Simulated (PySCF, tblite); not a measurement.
**C3H10N2OSi: geometry, infrared bands and NMR shifts**

What infrared bands and NMR shifts should C3H10N2OSi (`CC(=O)N(C)[SiH2]N`) show?

Programs: tblite 0.8.0 and PySCF 2.14.0, with density-fitted response routines of our own. Each step states its level of theory. These are calculated values for one molecule in the gas phase, unless marked as measured. Atoms are numbered from 0 throughout.

### Step 1. The starting structure

17 atoms, charge 0, multiplicity 1; geometry from: force field or distance geometry start.

Bonds of the start (Å): C0–C1 1.52, C1–O2 1.21, C1–N3 1.38, N3–C4 1.47, N3–Si5 1.76, Si5–N6 1.70, C0–H7 1.10, C0–H8 1.09, C0–H9 1.08, C4–H10 1.09, C4–H11 1.09, C4–H12 1.10, Si5–H13 1.47, Si5–H14 1.47, N6–H15 1.02, N6–H16 1.02.

### Step 2. Geometry optimisation with GFN2-xTB

What the job is given:

```
{"job": {"kind": "relax", "xc": "GFN2-xTB", "basis": "xTB"}, "charge": 0, "multiplicity": 1}
C      2.091200     0.693600    -1.060800
C      0.579300     0.515000    -1.134900
O     -0.028400     0.994700    -2.066200
N      0.012200    -0.206600    -0.104200
C      0.745200    -0.875000     0.981800
Si    -1.741000    -0.349700    -0.067000
N     -2.152300     0.118600     1.510700
H      2.392800     1.051100    -0.065500
H      2.392500     1.446800    -1.791400
H      2.579800    -0.246000    -1.295200
H      1.733800    -1.185200     0.628600
H      0.872800    -0.169400     1.802200
H      0.223500    -1.769100     1.341200
H     -2.452800     0.585800    -0.946400
H     -2.149500    -1.748000    -0.226100
H     -3.165800     0.046100     1.616200
H     -1.940400     1.109200     1.606500
```

Run with:

```
$ OMP_NUM_THREADS=1 python probes_run.py task.json out
```

This one command runs all jobs of the session in turn.

**Question.** This job is followed by: GFN2-xTB harmonic vibrations, gas phase; GIAO PBE0/pcSseg-1 NMR shielding, non-relativistic, gas phase. What will the session give for the following? strongest single infrared mode (GFN2-xTB); zero-point energy (GFN2-xTB); ¹³C shifts against TMS (PBE0/pcSseg-1); ¹H shifts against TMS (PBE0/pcSseg-1, means over atoms taken as alike); ¹⁷O shifts against H2O (PBE0/pcSseg-1); ¹⁵N shifts against NH3 (PBE0/pcSseg-1); ²⁹Si shifts against TMS (PBE0/pcSseg-1).

The runs gave:

| quantity | value |
| --- | --- |
| strongest single infrared mode (GFN2-xTB) | 1714 cm⁻¹, 500 km/mol |
| zero-point energy (GFN2-xTB) | 82.9 kcal/mol |
| ¹³C shifts against TMS (PBE0/pcSseg-1) | 178.7, 33.3, 24.0 ppm |
| ¹H shifts against TMS (PBE0/pcSseg-1, means over atoms taken as alike) | 5.40, 3.04, 2.04, -0.14 ppm |
| ¹⁷O shifts against H2O (PBE0/pcSseg-1) | 461.2 ppm |
| ¹⁵N shifts against NH3 (PBE0/pcSseg-1) | 122.1, 10.3 ppm |
| ²⁹Si shifts against TMS (PBE0/pcSseg-1) | -35.4 ppm |

In words: Over 96 steps the energy fell by 0.349 eV; of the close pairs, Si5–N6 changed most, 1.696 to 1.728 Å. The lowest mode is imaginary (58i cm⁻¹), so the xTB geometry is not a minimum. The strongest single mode, at 1714 cm⁻¹, moves mainly C1 and O2. Unscaled tight-binding wavenumbers are off by several per cent, some by more. Its intensities can rank the bands wrongly. C1 (amide carbonyl carbon) lies farthest downfield among carbon, at 178.7 ppm; it is a carbonyl in resonance with an O or N lone pair, the region of acids, esters and amides. At PBE0/pcSseg-1: Shielding is most anisotropic at O2 (span 700 ppm, paramagnetic term -528 ppm).
